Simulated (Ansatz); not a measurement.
# AlGa3P4: the band gap up the ladder of functionals

The task here is to estimate one member of a computed series from the others.

Code: Ansatz 0.2.0. PAW datasets, plane waves. No spin polarisation and no zero-point or thermal motion; the cell was built from a prototype and may be hypothetical.

## The system as given

The cell was relaxed beforehand with r2SCAN.

Space group Pmm2 (No. 25), orthorhombic; a = 3.862 Å, b = 7.720 Å, c = 5.455 Å in the conventional setting, 20.33 Å³ an atom. Near Al stand 4 P at 2.36–2.37 Å; near P stand 2 Al at 2.36 Å and 2 Ga at 2.37 Å; near Ga stand 4 P at 2.36–2.37 Å; near P stand 3 Ga at 2.36 Å and 1 Al at 2.37 Å; near Ga stand 4 P at 2.36 Å.

Coordinates:

```cif
data_structure
_symmetry_space_group_name_H-M 'Pmm2'
_symmetry_Int_Tables_number 25
_cell_length_a 3.8623
_cell_length_b 7.7204
_cell_length_c 5.4550
_cell_angle_alpha 90.000
_cell_angle_beta 90.000
_cell_angle_gamma 90.000
_cell_volume 162.66
loop_
_atom_site_label
_atom_site_type_symbol
_atom_site_symmetry_multiplicity
_atom_site_Wyckoff_symbol
_atom_site_fract_x
_atom_site_fract_y
_atom_site_fract_z
_atom_site_occupancy
Al1 Al 1 a 0.00000 0.00000 0.00059 1
P1 P 1 c 0.50000 0.00000 0.25047 1
Ga1 Ga 2 h 0.50000 0.25074 0.50004 1
P2 P 2 g 0.00000 0.25026 0.74997 1
Ga2 Ga 1 b 0.00000 0.50000 0.99966 1
P3 P 1 d 0.50000 0.50000 0.24927 1
```

The first run:

Contents of input.yaml:

```yaml
crystal:
  lattice:
    - [3.8623164911, 0.0, 0.0]
    - [0.0, 7.7203791866, 0.0]
    - [0.0, 0.0, 5.4550156595]
  atoms:
    - { symbol: Al, position: [0.0, 0.0, 0.0005862724] }
    - { symbol: P, position: [0.5, 0.0, 0.2504716497] }
    - { symbol: Ga, position: [0.5, 0.250738029, 0.500035495] }
    - { symbol: P, position: [0.0, 0.2502564806, 0.7499699552] }
    - { symbol: Ga, position: [0.0, 0.5, -0.0003425137] }
    - { symbol: P, position: [0.5, 0.5, 0.2492736912] }
    - { symbol: Ga, position: [0.5, 0.749261971, 0.500035495] }
    - { symbol: P, position: [0.0, 0.7497435194, 0.7499699552] }
kpoints:
  mp_grid: { grid: [6, 4, 6] }
  band_path:
    path:
      - [[0.0, 0.0, 0.0], [0.5, 0.0, 0.0], [0.5, 0.5, 0.0], [0.0, 0.5, 0.0], [0.0, 0.0, 0.0], [0.0, 0.0, 0.5], [0.5, 0.0, 0.5], [0.5, 0.5, 0.5], [0.0, 0.5, 0.5], [0.0, 0.0, 0.5]]
      - [[0.5, 0.0, 0.0], [0.5, 0.0, 0.5]]
      - [[0.0, 0.5, 0.0], [0.0, 0.5, 0.5]]
      - [[0.5, 0.5, 0.0], [0.5, 0.5, 0.5]]
    npoints: 10
hamiltonian:
  xc: pbe
scf:
  occupations: { method: fermi_dirac, width: 0.02 }
  n_extra_bands: 6
output:
  forces: true
  stress: true
  eigenvalues: true
```

Command:

```
$ ansatz run input.yaml --threads 4 --pin off --max-ram 6451MiB --backend cpu --events-out ev --progress --plain --runs-dir out
```

Steps of the session up to this table: PBE bands along the symmetry lines; Single point with r2SCAN; Single point with HSE06; PBE+SOC at the same geometry; Single point with PBE0.

One table of the session follows, with a row left open; its other results are not shown here.

| level | gap (eV) |
| --- | --- |
| PBE | 1.61 |
| r2SCAN | ? |
| HSE06 | 2.28 |
| PBE+SOC | 1.59 |
| PBE0 | 2.94 |

**Question.** Estimate the row for r2SCAN.

The run gave: gap (eV): 1.89. In the column «gap (eV)» it lies between PBE (1.61) and HSE06 (2.28).

Meshes: PBE 6×4×6, r2SCAN 6×4×6, HSE06 4×2×4, PBE+SOC 6×4×6, PBE0 4×2×4

PBE+SOC gives the least gap, 1.59 eV, and PBE0 the largest, 2.94 eV. PBE reaches 71 % of the HSE06 value, and r2SCAN 83 %. PBE0 lies 0.66 eV above HSE06, which differs from it by screening the long-range exchange.

Limits of these values: Warnings in the runs' records: stress exchange threshold loose, stress scf threshold loose.
